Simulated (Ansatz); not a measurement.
# SmBiH3: what a guessed cell relaxes into

The task: take a trial cell of SmBiH3 to zero force and stress.

Method: DFT PBE, scalar-relativistic, plane waves, PAW; 4f electrons in the core of a trivalent norm-conserving potential, in Ansatz 0.2.0.

**1. The starting structure**

The structure is cubic, space group Pm-3m (No. 221). The conventional cell has a = 4.132 Å, b = 4.132 Å, c = 4.132 Å, α = 90.00°, β = 90.00°, γ = 90.00°. Around Sm (site symmetry m-3m) lie 12 H at 2.92 Å. Bi (site symmetry m-3m) has 6 H at 2.07 Å in its first shell of neighbours. H (site symmetry 4/mmm) has 2 Bi at 2.07 Å and 4 Sm at 2.92 Å in its first shell of neighbours.

Structure file:

```
CELL_PARAMETERS angstrom
4.13160 0.00000 0.00000
0.00000 4.13160 0.00000
0.00000 0.00000 4.13160
ATOMIC_POSITIONS crystal
Sm 0.50000 0.50000 0.50000
Bi 0.00000 0.00000 0.00000
H 0.50000 0.00000 0.00000
H 0.00000 0.50000 0.00000
H 0.00000 0.00000 0.50000
```

Recipe of the guess: species swapped into a database cell of CeRu3C (Pm-3m, No. 221), with Sm on the Ce sites, H on the Ru sites and Bi on the C sites. The dimensions are guesses.

**2. A first look at the guess**

input.yaml reads:

```yaml
crystal:
  lattice:
    - [4.13160276, 0.0, 0.0]
    - [0.0, 4.13160276, 0.0]
    - [0.0, 0.0, 4.13160276]
  atoms:
    - { symbol: Sm, position: [0.5, 0.5, 0.5] }
    - { symbol: Bi, position: [0.0, 0.0, 0.0] }
    - { symbol: H, position: [0.5, 0.0, 0.0] }
    - { symbol: H, position: [0.0, 0.5, 0.0] }
    - { symbol: H, position: [0.0, 0.0, 0.5] }
basis:
  ecutwfc: 690
kpoints:
  mp_grid: { grid: [4, 4, 4] }
hamiltonian:
  xc: pbe
  pseudopotentials:
    kind: paw
    azcp: { Sm: "pseudopotentials/pbe/nc/lanthanide_3plus/Sm.nc.azcp" }
scf:
  occupations: { method: gaussian, width: 0.1 }
  lower_state_search: "off"
output:
  forces: true
  stress: true
  eigenvalues: true
```

Launch:

```sh
$ ansatz run input.yaml --threads 1 --pin off --max-ram 2560MiB --backend cpu --events-out ev --progress --plain --runs-dir out
```

The session goes on with these runs: a loose first relaxation; full relaxation.

Q: Predict the outcome of this session. Wanted: conventional cell; volume; energy over the elements; gap on the mesh.

The runs gave:

| quantity | value |
| --- | --- |
| symmetry at the end (tolerance 0.05 Å) | space group Pm-3m (No. 221) |
| conventional cell | a = 4.292 Å, b = 4.292 Å, c = 4.292 Å, α = 90.00°, β = 90.00°, γ = 90.00° |
| volume | 15.82 Å³/atom |
| energy over the elements (uncorrected; H, N, O, F and Cl as molecules) | +0.47 eV/atom |
| gap on the mesh | none (metal) |

What this shows: The space group Pm-3m (No. 221) is kept, and the volume per atom grows by 12.1 % from the first guess. With a positive formation energy it can't be a ground state. No finished test with a distortion of lower symmetry is shown, so the end may be a saddle point. The runs treat Bi, Sm without spin-orbit coupling. The lanthanide's 4f electrons sit in the core of its potential, so it is trivalent by construction and shows no f bands or moments.

No U or exact exchange acts on the 4f shell of Sm, so a metallic reading can be the functional's.
